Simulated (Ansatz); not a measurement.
**AlBrHO−: an energy map over bond length Al2–Br3 and angle Br3–Al2–O1**

Aim: map the energy of AlBrHO, SMILES [O-][AlH][Br], charge −1 over two coordinates, and find its wells, ridges and stiffness.

The runs use Ansatz 0.2.0; RKS BHLYP-D4/def2-TZVPD.

**1. The starting structure**

SMILES `[O-][AlH][Br]`, 4 atoms, charge -1, spin multiplicity 1.

Atoms are counted from 1 here; the program's logs count them from 0.

Bond lengths: O1–Al2 1.665 Å, Al2–Br3 2.413 Å, Al2–H4 1.618 Å. Angles: O1–Al2–Br3 124.9°, O1–Al2–H4 131.4°, Br3–Al2–H4 103.6°.

Coordinates:

```xyz
4

O    -1.6960    0.1232   -0.5074
Al   -0.0935    0.1818   -0.0580
Br    1.2146   -1.7206    0.6437
H     0.9498    1.4154    0.0290
```

**3. Plan of the scan**

- bond length Al2–Br3: 15 values from 1.949 to 3.565 Å
- angle Br3–Al2–O1: 15 values from 79.5 to 169.5 °

Nothing else is relaxed (all other coordinates rigid). Energies count from the relaxed molecule at the same level. Points are written as (first, second).

(The set-up runs are not shown.)

**4. Grid point (2.064 Å, 169.5°)**

input.yaml reads:

```yaml
crystal:
  periodic: [false, false, false]
  atoms:
    - { symbol: O, position_ang: [-1.642241, 0.118898, -0.491158] }
    - { symbol: Al, position_ang: [-0.093712, 0.18084, -0.058028] }
    - { symbol: Br, position_ang: [1.856492, -0.111858, 0.551177] }
    - { symbol: H, position_ang: [0.924121, 1.398965, 0.024573] }
total_charge: -1
basis:
  gaussian: { orbitals: def2-TZVPD }
hamiltonian:
  xc: { name: BHLYP }
  dispersion: d4
output:
  forces: true
```

On the command line:

```sh
ansatz run input.yaml --threads 1 --pin off --max-ram 2560MiB --backend cpu --events-out ev --progress --plain --runs-dir out
```

Further runs follow: the other points that were computed.

**Question.** What will these runs give? Wanted: lowest point; highest computed point; largest force on an atom.

**Answer**, as computed:

| quantity | value |
| --- | --- |
| lowest point | (2.411 Å, 124.5°), 0.44 kJ/mol |
| highest computed point | (1.949 Å, 169.5°), 453 kJ/mol above the lowest |
| largest force on an atom (eV/Å) | 0.3 at (2.411 Å, 124.5°) to 13.2 at (1.949 Å, 169.5°); 0.3 at the lowest point |
| time for the whole task | 26 min on 1 thread, shared host |

The lowest computed point is at (2.411 Å, 124.5°), 0.44 kJ/mol from the relaxed molecule at the same level. The grid is coarse, so the lowest point of the scanned range may lie between grid points; coordinates that were held can hide deeper minima. The grid shows no well of another kind. The highest computed point, (1.949 Å, 169.5°), lies 453 kJ/mol above the lowest. Round the minimum the two coordinates are nearly uncoupled.
